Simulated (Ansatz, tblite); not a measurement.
# The cluster Sn4Te9−: rung by rung

How do method and basis change the picture of the cluster Sn4Te9− (doublet)?

Computed with Ansatz 0.2.0, Gaussian basis. Level: as each input shows.

Plan: GFN1-xTB, GFN2-xTB, PBE-D4/def2-TZVP, r2SCAN-D4/def2-TZVP, PBE-QIDH/def2-TZVP, PBE-D4/def2-SVP, PBE0-D4/def2-SVP, MP2/def2-SVP, RPA/def2-SVP.

2 further runs of the same task are left out: 2 set aside as unsound or not needed.

## 1. The structure

The geometry is that of the doublet, from an earlier relaxation (r2SCAN-D4/def2-SVP). At that level it is the lowest of the isomers that a small search found.

13 atoms, charge -1, spin multiplicity 2.

Bond lengths: Sn1–Te7 3.039 Å, Sn1–Te8 2.813 Å, Sn2–Te6 2.858 Å, Sn2–Te7 2.970 Å, Sn3–Sn4 3.053 Å, Sn3–Te5 2.811 Å, Sn3–Te11 2.906 Å, Sn4–Te9 2.921 Å, Sn4–Te10 3.191 Å, Sn4–Te13 2.728 Å, Te5–Te6 2.790 Å, Te7–Te12 2.741 Å, Te8–Te12 3.006 Å, Te8–Te13 3.068 Å, Te9–Te10 2.748 Å, Te10–Te11 2.786 Å. Angles: Te7–Sn1–Te8 87.9°, Te6–Sn2–Te7 90.1°, Sn4–Sn3–Te5 108.5°, Sn4–Sn3–Te11 89.1°, Te5–Sn3–Te11 87.4°, Sn3–Sn4–Te9 86.9°, Sn3–Sn4–Te10 83.2°, Sn3–Sn4–Te13 156.9°, Te9–Sn4–Te10 53.2°, Te9–Sn4–Te13 104.8°, Te10–Sn4–Te13 119.8°, Sn3–Te5–Te6 92.2°, Sn2–Te6–Te5 81.9°, Sn1–Te7–Sn2 62.5°, Sn1–Te7–Te12 91.1°, Sn2–Te7–Te12 93.8°, Sn1–Te8–Te12 90.4°, Sn1–Te8–Te13 77.0° and more.

Sn, Te take a core potential in the def2 sets. No spin-orbit coupling is included. The ion is computed in the gas phase, without counter-ions or solvent.

PBE0-D4/def2-TZVP was run before; its log isn't repeated, and its numbers join the tables.

## 2. GFN1-xTB

Tight binding, by tblite at 300 K electronic temperature and without a spin-polarisation term:

```python
tblite.interface.Calculator('GFN1-xTB', numbers, positions, charge=-1, uhf=1).singlepoint()
```

Energy -1216.5263 eV; 0.06 s.

## 3. GFN2-xTB

Tight binding, by tblite at 300 K electronic temperature and without a spin-polarisation term:

```python
tblite.interface.Calculator('GFN2-xTB', numbers, positions, charge=-1, uhf=1).singlepoint()
```

Energy -1008.5285 eV; 0.4 s.

## 4. PBE-D4/def2-TZVP

start.molden holds the orbitals of an earlier run on this state, given as this run's starting guess.

The input, in.yaml:

```yaml
crystal:
  periodic: [false, false, false]
  atoms:
    - {symbol: Sn, position_ang: [1.712733, 0.389499, -1.103080]}
    - {symbol: Sn, position_ang: [2.096879, -0.986713, 1.666367]}
    - {symbol: Sn, position_ang: [-1.634305, 1.816290, 1.237110]}
    - {symbol: Sn, position_ang: [-1.638228, -0.099971, -1.140014]}
    - {symbol: Te, position_ang: [-0.790013, 0.408256, 3.518670]}
    - {symbol: Te, position_ang: [1.821322, 1.360584, 3.273989]}
    - {symbol: Te, position_ang: [4.417820, 0.235154, 0.273322]}
    - {symbol: Te, position_ang: [2.258137, -2.130624, -2.227185]}
    - {symbol: Te, position_ang: [-3.564500, 1.704675, -2.389995]}
    - {symbol: Te, position_ang: [-4.795657, -0.060636, -0.680875]}
    - {symbol: Te, position_ang: [-4.337504, 0.958835, 1.870936]}
    - {symbol: Te, position_ang: [5.040900, -2.058233, -1.091777]}
    - {symbol: Te, position_ang: [-0.587595, -1.537108, -3.207468]}
basis:
  gaussian: {orbitals: def2-TZVP, fitting: {mean_field: def2-universal-jkfit}, initial_orbitals: start.molden}
total_charge: -1
magnetization: {spin_polarized: true, initial_magnetization: 1}
hamiltonian: {xc: pbe, dispersion: d4}
scf: {omitted_lower_state_checks: [starts]}
output: {forces: true, orbitals: {seedname: orbitals}}
```

The run is started by

```console
ansatz run in.yaml --threads 2 --pin off --events-out ev --progress --plain --max-ram 22528MiB --backend cuda --devices 0, --max-vram 18GiB
```

After this run come: r2SCAN-D4/def2-TZVP; PBE-QIDH/def2-TZVP; PBE-D4/def2-SVP; PBE0-D4/def2-SVP; MP2/def2-SVP; RPA/def2-SVP.

Q: Predict the results of all the runs planned. Wanted: gap in def2-TZVP, named functionals, smallest and largest; correlation energy, MP2/def2-SVP; ⟨S²⟩ in def2-TZVP, named functionals, smallest and largest; PBE0 total energy, smallest basis above largest.

As calculated:

| quantity | value |
| --- | --- |
| gap in def2-TZVP, named functionals, smallest and largest | 0.36 eV (PBE-D4), 1.61 eV (PBE0-D4) |
| correlation energy, MP2/def2-SVP | -40.67 eV |
| ⟨S²⟩ in def2-TZVP, named functionals, smallest and largest | 0.753, 0.758 |
| PBE0 total energy, smallest basis above largest | 3.16 eV (def2-SVP, def2-TZVP) |

Orbital gaps of the named functionals in def2-TZVP span 0.36 eV (PBE-D4) to 1.61 eV (PBE0-D4); exact exchange widens it. Over the named functionals in def2-TZVP spin contamination reaches 0.01 (r2SCAN-D4), which is small.
